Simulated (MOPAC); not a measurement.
# AlBNH3SClF (SMILES FB(Cl)[NH][AlH][SH]) at 6 levels

We compute a comparison of 6 runs (AM1, MNDO, PM3, PM6, PM6-D3H4, PM7) of AlBNH3SClF. 

Program for the calculation: MOPAC 23.2.5.

4 further runs of the same task are left out: 2 that didn't finish, 2 set aside as unsound or not needed.

## 1. The molecule

AlBNH3SClF: 9 atoms, total charge 0, spin state singlet. As SMILES, `FB(Cl)[NH][AlH][SH]`. Geometry: a rough force-field guess. This is one conformer, not always the lowest.

Bond lengths: F1–B2 1.434 Å, B2–Cl3 1.810 Å, B2–N4 1.532 Å, N4–Al5 1.946 Å, Al5–S6 2.289 Å, N4–H7 1.060 Å, Al5–H8 1.559 Å, S6–H9 1.365 Å. Angles: F1–B2–Cl3 117.0°, F1–B2–N4 125.4°, Cl3–B2–N4 116.7°, B2–N4–Al5 105.8°, N4–Al5–S6 118.4°, B2–N4–H7 104.9°, Al5–N4–H7 104.1°, N4–Al5–H8 122.4°, S6–Al5–H8 119.1°, Al5–S6–H9 91.9°.

## 2. Energy and gradient at AM1 (run 1)

File calc.mop:

```
AM1 DISP GRADIENTS BONDS 1SCF AUX(PRECISION=6) THREADS=1
gradient of AlBClFH3NS

F -0.441500 1 -2.472800 1 0.805200 1
B 0.651300 1 -1.585500 1 0.533500 1
Cl 2.233200 1 -1.963800 1 1.328700 1
N 0.666100 1 -0.502700 1 -0.550300 1
Al -0.670500 1 0.804900 1 -0.012300 1
S -0.051700 1 3.004400 1 0.117800 1
H 0.244100 1 -0.965900 1 -1.405200 1
H -2.133900 1 0.405500 1 0.345800 1
H -0.408700 1 3.229600 1 -1.180300 1
```

Run with:

```bash
$ mopac calc.mop
```

calc.out:

```text
MOPAC v23.2.5
AM1 CALCULATION RESULTS
[...]
           Empirical Formula: H3 N F B Cl Al S  =     9 atoms
      MOLECULAR POINT GROUP   :   C1
[...]
     SCF FIELD WAS ACHIEVED
[...]
                              SUM =        -99.12470 KCAL/MOL = FINAL HEAT OF FORMATION
          TOTAL ENERGY            =      -1423.22015 EV
          ELECTRONIC ENERGY       =      -3636.23072 EV
          CORE-CORE REPULSION     =       2213.01057 EV
          COSMO AREA              =        162.63 SQUARE ANGSTROMS
          COSMO VOLUME            =        157.06 CUBIC ANGSTROMS
          GRADIENT NORM           =        254.52675          =       84.84225 PER ATOM
          IONIZATION POTENTIAL    =          9.437785 EV
          HOMO LUMO ENERGIES (EV) =         -9.438 -2.056
          NO. OF FILLED LEVELS    =         17
          MOLECULAR WEIGHT        =        141.3333         POINT GROUP:  C1
[...]
                             CARTESIAN COORDINATES
   1    F       -0.441500000    -2.472800000     0.805200000
   2    B        0.651300000    -1.585500000     0.533500000
   3   Cl        2.233200000    -1.963800000     1.328700000
   4    N        0.666100000    -0.502700000    -0.550300000
   5   Al       -0.670500000     0.804900000    -0.012300000
   6    S       -0.051700000     3.004400000     0.117800000
   7    H        0.244100000    -0.965900000    -1.405200000
   8    H       -2.133900000     0.405500000     0.345800000
   9    H       -0.408700000     3.229600000    -1.180300000
           Empirical Formula: H3 N F B Cl Al S  =     9 atoms
      MOLECULAR POINT GROUP   :   C1
[...]
              NET ATOMIC CHARGES AND DIPOLE CONTRIBUTIONS
  ATOM NO.   TYPE          CHARGE      No. of ELECS.   s-Pop       p-Pop
    1          F          -0.190982        7.1910     1.91973     5.27125
    2          B           0.323656        2.6763     1.18504     1.49131
    3         Cl          -0.128839        7.1288     1.98479     5.14405
    4          N          -0.403366        5.4034     1.70409     3.69928
    5         Al           0.457951        2.5420     1.08617     1.45588
    6          S          -0.257674        6.2577     1.91931     4.33837
    7          H           0.156073        0.8439     0.84393
    8          H          -0.050212        1.0502     1.05021
    9          H           0.093393        0.9066     0.90661
 DIPOLE           X         Y         Z       TOTAL
 POINT-CHG.    -2.152     0.672    -1.504     2.710
 HYBRID        -0.692    -0.879    -0.980     1.487
 SUM           -2.843    -0.207    -2.485     3.782
[...]
 * JOB ENDED NORMALLY *
[...]
```

Wall time 0.04 s (1 thread of Arm Neoverse N1, shared host).

## 3. Energy and forces at MNDO (run 2)

File albclfh3ns.mop:

```
MNDO 1SCF BONDS DISP GRADIENTS AUX(PRECISION=6) THREADS=1
AlBClFH3NS

F -0.441500 1 -2.472800 1 0.805200 1
B 0.651300 1 -1.585500 1 0.533500 1
Cl 2.233200 1 -1.963800 1 1.328700 1
N 0.666100 1 -0.502700 1 -0.550300 1
Al -0.670500 1 0.804900 1 -0.012300 1
S -0.051700 1 3.004400 1 0.117800 1
H 0.244100 1 -0.965900 1 -1.405200 1
H -2.133900 1 0.405500 1 0.345800 1
H -0.408700 1 3.229600 1 -1.180300 1
```

Run with:

```bash
$ mopac albclfh3ns.mop
```

albclfh3ns.out:

```text
MOPAC v23.2.5
MNDO CALCULATION RESULTS
[...]
           Empirical Formula: H3 N F B Cl Al S  =     9 atoms
      MOLECULAR POINT GROUP   :   C1
[...]
     SCF FIELD WAS ACHIEVED
[...]
                              SUM =        -94.18106 KCAL/MOL = FINAL HEAT OF FORMATION
          TOTAL ENERGY            =      -1432.94835 EV
          ELECTRONIC ENERGY       =      -3654.34512 EV
          CORE-CORE REPULSION     =       2221.39677 EV
          COSMO AREA              =        162.63 SQUARE ANGSTROMS
          COSMO VOLUME            =        157.06 CUBIC ANGSTROMS
          GRADIENT NORM           =        226.91236          =       75.63745 PER ATOM
          IONIZATION POTENTIAL    =          9.814499 EV
          HOMO LUMO ENERGIES (EV) =         -9.814 -1.351
          NO. OF FILLED LEVELS    =         17
          MOLECULAR WEIGHT        =        141.3333         POINT GROUP:  C1
[...]
                             CARTESIAN COORDINATES
   1    F       -0.441500000    -2.472800000     0.805200000
   2    B        0.651300000    -1.585500000     0.533500000
   3   Cl        2.233200000    -1.963800000     1.328700000
   4    N        0.666100000    -0.502700000    -0.550300000
   5   Al       -0.670500000     0.804900000    -0.012300000
   6    S       -0.051700000     3.004400000     0.117800000
   7    H        0.244100000    -0.965900000    -1.405200000
   8    H       -2.133900000     0.405500000     0.345800000
   9    H       -0.408700000     3.229600000    -1.180300000
           Empirical Formula: H3 N F B Cl Al S  =     9 atoms
      MOLECULAR POINT GROUP   :   C1
[...]
              NET ATOMIC CHARGES AND DIPOLE CONTRIBUTIONS
  ATOM NO.   TYPE          CHARGE      No. of ELECS.   s-Pop       p-Pop
    1          F          -0.229297        7.2293     1.87105     5.35825
    2          B           0.282295        2.7177     1.14645     1.57126
    3         Cl          -0.117065        7.1171     1.97726     5.13980
    4          N          -0.389011        5.3890     1.69871     3.69030
    5         Al           0.744043        2.2560     1.04418     1.21178
    6          S          -0.185233        6.1852     1.87873     4.30650
    7          H           0.113610        0.8864     0.88639
    8          H          -0.198566        1.1986     1.19857
    9          H          -0.020776        1.0208     1.02078
 DIPOLE           X         Y         Z       TOTAL
 POINT-CHG.    -1.272     1.585    -1.010     2.269
 HYBRID        -1.029    -1.426    -1.188     2.122
 SUM           -2.301     0.158    -2.198     3.186
[...]
 * JOB ENDED NORMALLY *
[...]
```

It took 0.04 s on 1 thread of Arm Neoverse N1, shared host.

Runs 3 to 4 aren't shown in full; the table further down has their settings and results.

## 4. Energy and gradient at PM6-D3H4 (run 5)

File input.mop:

```
PM6-D3H4 1SCF BONDS GRADIENTS DISP THREADS=1 AUX(PRECISION=6)
AlBClFH3NS charge 0

F     -0.441500 1    -2.472800 1     0.805200 1
B      0.651300 1    -1.585500 1     0.533500 1
Cl     2.233200 1    -1.963800 1     1.328700 1
N      0.666100 1    -0.502700 1    -0.550300 1
Al    -0.670500 1     0.804900 1    -0.012300 1
S     -0.051700 1     3.004400 1     0.117800 1
H      0.244100 1    -0.965900 1    -1.405200 1
H     -2.133900 1     0.405500 1     0.345800 1
H     -0.408700 1     3.229600 1    -1.180300 1
```

Run with:

```bash
$ mopac input.mop
```

input.out:

```text
MOPAC v23.2.5
PM6-D3H4 CALCULATION RESULTS
[...]
           Empirical Formula: H3 N F B Cl Al S  =     9 atoms
      MOLECULAR POINT GROUP   :   C1
[...]
     SCF FIELD WAS ACHIEVED
[...]
                              SUM =       -106.86341 KCAL/MOL = FINAL HEAT OF FORMATION
          TOTAL ENERGY            =      -1229.66071 EV
          ELECTRONIC ENERGY       =      -3360.42319 EV
          CORE-CORE REPULSION     =       2130.76248 EV
          COSMO AREA              =        162.63 SQUARE ANGSTROMS
          COSMO VOLUME            =        157.06 CUBIC ANGSTROMS
          GRADIENT NORM           =        146.37763          =       48.79254 PER ATOM
          IONIZATION POTENTIAL    =          9.389897 EV
          HOMO LUMO ENERGIES (EV) =         -9.390 -0.333
          NO. OF FILLED LEVELS    =         17
          MOLECULAR WEIGHT        =        141.3333         POINT GROUP:  C1
[...]
              NET ATOMIC CHARGES AND DIPOLE CONTRIBUTIONS
  ATOM NO.   TYPE          CHARGE      No. of ELECS.   s-Pop       p-Pop       d-Pop
    1          F          -0.325043        7.3250     1.96471     5.36034
    2          B           0.600649        2.3994     0.97055     1.42880
    3         Cl          -0.201407        7.2014     1.99297     5.20570     0.00273
    4          N          -0.654143        5.6541     1.71159     3.94255
    5         Al           0.733328        2.2667     0.99034     1.23111     0.04523
    6          S          -0.522582        6.5226     1.93817     4.47274     0.11167
    7          H           0.236470        0.7635     0.76353
    8          H          -0.070835        1.0708     1.07084
    9          H           0.203563        0.7964     0.79644
 DIPOLE           X         Y         Z       TOTAL
 POINT-CHG.    -3.313    -0.018    -2.481     4.139
 HYBRID         0.077    -0.010     0.247     0.259
 SUM           -3.236    -0.027    -2.234     3.932
[...]
 * JOB ENDED NORMALLY *
[...]
```

Run time: 0.06 s. Hardware: 1 thread of Arm Neoverse N1, shared host.

## 5. Energy and gradient at PM7 (run 6)

File job.mop:

```
PM7 1SCF DISP GRADIENTS BONDS AUX(PRECISION=9) THREADS=1
AlBClFH3NS, PM7

F -0.441500 1 -2.472800 1 0.805200 1
B 0.651300 1 -1.585500 1 0.533500 1
Cl 2.233200 1 -1.963800 1 1.328700 1
N 0.666100 1 -0.502700 1 -0.550300 1
Al -0.670500 1 0.804900 1 -0.012300 1
S -0.051700 1 3.004400 1 0.117800 1
H 0.244100 1 -0.965900 1 -1.405200 1
H -2.133900 1 0.405500 1 0.345800 1
H -0.408700 1 3.229600 1 -1.180300 1
```

Run with:

```bash
$ mopac job.mop
```

job.out:

```text
MOPAC v23.2.5
PM7 CALCULATION RESULTS
[...]
           Empirical Formula: H3 N F B Cl Al S  =     9 atoms
      MOLECULAR POINT GROUP   :   C1
[...]
     SCF FIELD WAS ACHIEVED
[...]
                              SUM =       -105.46385 KCAL/MOL = FINAL HEAT OF FORMATION
          TOTAL ENERGY            =      -1260.45575 EV
          ELECTRONIC ENERGY       =      -3406.14336 EV
          CORE-CORE REPULSION     =       2145.68761 EV
          COSMO AREA              =        162.63 SQUARE ANGSTROMS
          COSMO VOLUME            =        157.06 CUBIC ANGSTROMS
          GRADIENT NORM           =        221.13159          =       73.71053 PER ATOM
          IONIZATION POTENTIAL    =          9.648964 EV
          HOMO LUMO ENERGIES (EV) =         -9.649 -1.873
          NO. OF FILLED LEVELS    =         17
          MOLECULAR WEIGHT        =        141.3333         POINT GROUP:  C1
[...]
              NET ATOMIC CHARGES AND DIPOLE CONTRIBUTIONS
  ATOM NO.   TYPE          CHARGE      No. of ELECS.   s-Pop       p-Pop       d-Pop
    1          F          -0.319003        7.3190     1.96168     5.35732
    2          B           0.619011        2.3810     0.70916     1.67183
    3         Cl          -0.165102        7.1651     1.98896     5.17196     0.00417
    4          N          -0.623164        5.6232     1.65143     3.97174
    5         Al           0.627164        2.3728     0.27184     1.32136     0.77963
    6          S          -0.486963        6.4870     1.85715     4.52433     0.10548
    7          H           0.297264        0.7027     0.70274
    8          H          -0.165713        1.1657     1.16571
    9          H           0.216507        0.7835     0.78349
 DIPOLE           X         Y         Z       TOTAL
 POINT-CHG.    -1.429    -0.809    -2.876     3.311
 HYBRID        -0.049     0.266    -0.365     0.454
 SUM           -1.477    -0.543    -3.241     3.603
[...]
 * JOB ENDED NORMALLY *
[...]
```

It took 0.06 s on 1 thread of Arm Neoverse N1, shared host.

## 6. Overview of the runs

```csv
run,level,heat of formation (kcal/mol),dipole moment (D),HOMO energy (eV),LUMO energy (eV),wall time
1,AM1,-99.12,3.78,-9.44,-2.06,0.04 s
2,MNDO,-94.18,3.19,-9.81,-1.35,0.04 s
3,PM3,-75.83,2.67,-9.38,-3.08,0.04 s
4,PM6,-105.95,3.93,-9.39,-0.33,0.04 s
5,PM6-D3H4,-106.86,3.93,-9.39,-0.33,0.06 s
6,PM7,-105.46,3.60,-9.65,-1.87,0.06 s
```

## 7. Results

```
                                        quantity            value
                             run 6: total energy     -46.32089 Eh
                            run 6: dipole moment           3.60 D
                              run 6: HOMO energy         -9.65 eV
                              run 6: LUMO energy         -1.87 eV
                            run 6: HOMO–LUMO gap          7.78 eV
                        run 6: dispersion energy     -3.35 kJ/mol
run 6: heat of formation at this unrelaxed shape  -105.5 kcal/mol
                 run 6: largest force on an atom       6.082 eV/Å
```

In words: The dipole moment (its size) runs from 2.67 D (PM3) to 3.93 D (PM6). The HOMO–LUMO gap runs from 6.30 eV (PM3) to 9.06 eV (PM6). Force-field and semi-empirical energies have zeros of their own, so their totals don't compare. All runs together took 0.28 s, the longest 0.06 s.
